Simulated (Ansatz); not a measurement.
# C2H4Br2: the cost of one run

The runs use Ansatz 0.2.0, Gaussian basis; the settings change from run to run.

### Step 1. The geometry

The geometry comes from an earlier relaxation with PBE0-D4 in a triple-zeta def2 set; it is a stationary point, not always the lowest conformer.

8 atoms, charge 0, spin multiplicity 1.

Atoms are counted from 1 here; the program's logs count them from 0.

Bond lengths: C1–C2 1.502 Å, C1–H5 1.090 Å, C1–H6 1.092 Å, C1–H7 1.092 Å, C2–Br3 1.940 Å, C2–Br4 1.940 Å, C2–H8 1.085 Å. Angles: C2–C1–H5 110.9°, C2–C1–H6 109.6°, C2–C1–H7 109.6°, H5–C1–H6 108.8°, H5–C1–H7 108.8°, H6–C1–H7 109.0°, C1–C2–Br3 111.0°, C1–C2–Br4 111.0°, C1–C2–H8 113.1°, Br3–C2–Br4 110.9°, Br3–C2–H8 105.3°, Br4–C2–H8 105.3°.

### Step 2. MP2/aug-cc-pVDZ

Options: charge -1, multiplicity 2, the search for lower states set to full.

File in.yaml:

```yaml
crystal:
  periodic: [false, false, false]
  atoms:
    - {symbol: C, position_ang: [0.199355, 0.818386, 0.014470]}
    - {symbol: C, position_ang: [-0.175826, -0.630564, 0.141510]}
    - {symbol: Br, position_ang: [1.284383, -1.778933, -0.417615]}
    - {symbol: Br, position_ang: [-1.787354, -1.022768, -0.864841]}
    - {symbol: H, position_ang: [0.413656, 1.075357, -1.022934]}
    - {symbol: H, position_ang: [-0.623521, 1.442667, 0.369102]}
    - {symbol: H, position_ang: [1.086445, 1.021736, 0.618072]}
    - {symbol: H, position_ang: [-0.397136, -0.925870, 1.162237]}
basis:
  gaussian: {orbitals: aug-cc-pVDZ}
total_charge: -1
magnetization: {spin_polarized: true, initial_magnetization: 1}
hamiltonian: {xc: {name: HF}}
correlation: {method: mp2}
scf: {lower_state_search: full}
```

Launch:

```bash
$ ansatz run in.yaml --threads 4 --pin off --events-out ev --progress --plain --max-ram 10444MiB
```

Q: Estimate wall time and peak memory on 4 threads of Arm Neoverse V2, shared host.

About 41 s, with a peak of 0.76 GiB.
